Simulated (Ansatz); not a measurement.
# CH5FGeOSi: a ladder of functionals and wavefunction methods

The task here is to estimate one member of a computed series from the others.

The runs use Ansatz 0.2.0, Gaussian basis; functionals in def2-TZVPP, the program's frozen cores in correlated methods.

The runs, in order: PBE-D4, r2SCAN-D4, PBE0-D4, B3LYP-D4, ωB97X-V, ωB97M-V, B2PLYP; CCSD(T)/def2-TZVPP; MP2/def2-QZVPP; extrapolation to the limit.

**The relaxed structure**

The geometry comes from an earlier relaxation with PBE0-D4 in a triple-zeta def2 set; it is a stationary point, not always the lowest conformer.

SMILES `F[Si]1([GeH3])CO1`, 10 atoms, charge 0, spin multiplicity 1.

Atoms are counted from 1 here; the program's logs count them from 0.

Bond lengths: F1–Si2 1.593 Å, Si2–Ge3 2.364 Å, Si2–C4 1.799 Å, Si2–O5 1.645 Å, Ge3–H6 1.533 Å, Ge3–H7 1.534 Å, Ge3–H8 1.534 Å, C4–O5 1.493 Å, C4–H9 1.088 Å, C4–H10 1.087 Å. Angles: F1–Si2–Ge3 109.9°, F1–Si2–C4 119.5°, F1–Si2–O5 116.4°, Ge3–Si2–C4 128.1°, Ge3–Si2–O5 118.7°, C4–Si2–O5 51.1°, Si2–Ge3–H6 108.1°, Si2–Ge3–H7 109.7°, Si2–Ge3–H8 109.9°, H6–Ge3–H7 110.0°, H6–Ge3–H8 109.8°, H7–Ge3–H8 109.4°, Si2–C4–O5 59.1°, Si2–C4–H9 120.7°, Si2–C4–H10 123.8°, O5–C4–H9 112.1°, O5–C4–H10 112.6°, H9–C4–H10 113.6° and more.

Coordinates:

```xyz
10

F    -1.5967   -0.2170   -1.5352
Si   -0.4144    0.1887   -0.5478
Ge    0.3993   -1.7326    0.5643
C    -0.2057    1.9134   -0.0789
O     0.6678    1.2891   -1.1165
H     1.4367   -1.2804    1.5990
H     1.0511   -2.6803   -0.4509
H    -0.7559   -2.4553    1.2691
H    -0.8506    2.6839   -0.4968
H     0.3512    2.2393    0.7964
```

The first run:

The input, in.yaml:

```yaml
crystal:
  periodic: [false, false, false]
  atoms:
    - {symbol: F, position_ang: [-1.596718, -0.217041, -1.535172]}
    - {symbol: Si, position_ang: [-0.414356, 0.188656, -0.547756]}
    - {symbol: Ge, position_ang: [0.399316, -1.732585, 0.564305]}
    - {symbol: C, position_ang: [-0.205674, 1.913433, -0.078949]}
    - {symbol: O, position_ang: [0.667782, 1.289066, -1.116530]}
    - {symbol: H, position_ang: [1.436655, -1.280412, 1.599044]}
    - {symbol: H, position_ang: [1.051146, -2.680265, -0.450858]}
    - {symbol: H, position_ang: [-0.755864, -2.455315, 1.269109]}
    - {symbol: H, position_ang: [-0.850606, 2.683909, -0.496785]}
    - {symbol: H, position_ang: [0.351219, 2.239255, 0.796389]}
basis:
  gaussian: {orbitals: def2-TZVPP}
hamiltonian: {xc: pbe, dispersion: d4}
output: {forces: true, orbitals: {seedname: orbitals}}
```

The run is started by

```console
ansatz run in.yaml --threads 4 --pin off --events-out ev --progress --plain --max-ram 10444MiB
```

Among the steps run: PBE-D4 (GGA); r2SCAN-D4 (meta-GGA); PBE0-D4 (hybrid); B3LYP-D4 (hybrid); ωB97X-V (range-separated); ωB97M-V (range-separated); B2PLYP (double hybrid); CCSD(T) in def2-TZVPP; MP2 in def2-QZVPP.

One table of the session follows, with a row left open; its other results are not shown here.

```
            method  atomisation energy (kcal/mol)
            PBE-D4                          846.1
         r2SCAN-D4                          838.5
           PBE0-D4                          828.1
          B3LYP-D4                          828.0
           ωB97X-V                              ?
           ωB97M-V                          833.1
            B2PLYP                          822.4
     HF/def2-TZVPP                          589.8
    MP2/def2-TZVPP                          830.2
   CCSD/def2-TZVPP                          800.5
CCSD(T)/def2-TZVPP                          814.6
           MP2/CBS                          853.0
       CCSD(T)/CBS                          837.3
```

Estimate the missing values for ωB97X-V.

As computed: atomisation energy (kcal/mol): 839.1. In the column «atomisation energy (kcal/mol)» it lies between r2SCAN-D4 (838.5) and PBE-D4 (846.1).

Among the levels timed on like hardware and quicker than the yardstick, those that no quicker one beats, quickest first: PBE-D4 (2.7 s, +8.8 kcal/mol); r2SCAN-D4 (5.5 s, +1.2 kcal/mol).

B2PLYP carry no dispersion term (for B3LYP, D4 adds 8.3 kcal/mol).
